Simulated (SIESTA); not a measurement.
**CoW3 under changes of volume**

One of the cells (14.914 Å³/atom); the others are scaled copies at fixed shape and fractional positions:

```xyz
4
Lattice="3.9074 0.0000 0.0000 0.0000 3.9074 0.0000 0.0000 0.0000 3.9074" Properties=species:S:1:pos:R:3 pbc="T T T"
W     1.9537    1.9537    0.0000
W     1.9537    0.0000    1.9537
W     0.0000    1.9537    1.9537
Co    0.0000    0.0000    0.0000
```

The cell comes from a database or a generator and needn't be the stable form of this composition.

| Quantity | Value |
| --- | --- |
| Program | SIESTA 5.4.2 |
| Functional | LDA |
| Potentials or basis | PseudoDojo 0.4 standard (LDA files) |
| Basis | DZP (energy shift 0.003 Ry; two zetas on semicore shells) |
| Grid cutoff | 800 Ry |
| Energy shift | 0.003 Ry |
| k mesh | 5 × 5 × 5 |
| Occupations | fermi-dirac, width 0.05 eV |
| Spin | collinear spin, ferromagnetic start |
| Starting moments | [0.0, 0.0, 0.0, 2.0] μB |

```tsv
volume (Å³/atom)	energy over the lowest point (meV/atom)	pressure (GPa)	moment (μB per cell)
14.019	2.41	4.6	0.67
14.317	0.00	-2.2	0.76
14.615	9.74	-8.4	0.84
14.914	30.26	-13.8	0.92
15.212	?	?	?
15.510	99.03	-22.9	1.07
15.809	145.28	-26.9	1.14
```

What does the run at 15.212 Å³/atom give?

Energy over the lowest point 60.33 meV/atom; pressure -18.7 GPa; moment 1.00 μB per cell.

Worked out: A Birch-Murnaghan fit of order 3 (a polynomial in V^(-2/3)) to the other rows has its minimum at 14.22 Å³/atom with B0 = V·E''(V) = 323 GPa and B' = 4.7. It gives 60.41 meV/atom at 15.212 Å³/atom, against the run's 60.33, and -dE/dV = -18.6 GPa, against -18.7. A straight line through the other rows of the moment, of slope 0.261 μB per Å³/atom, gives 0.99 μB, against the run's 1.00.

Energies are extrapolated to zero smearing.

Caveats: short orbitals over semicore shells can move pressures by several GPa; the basis of atomic orbitals isn't converged, which shifts pressures, moduli and gaps.
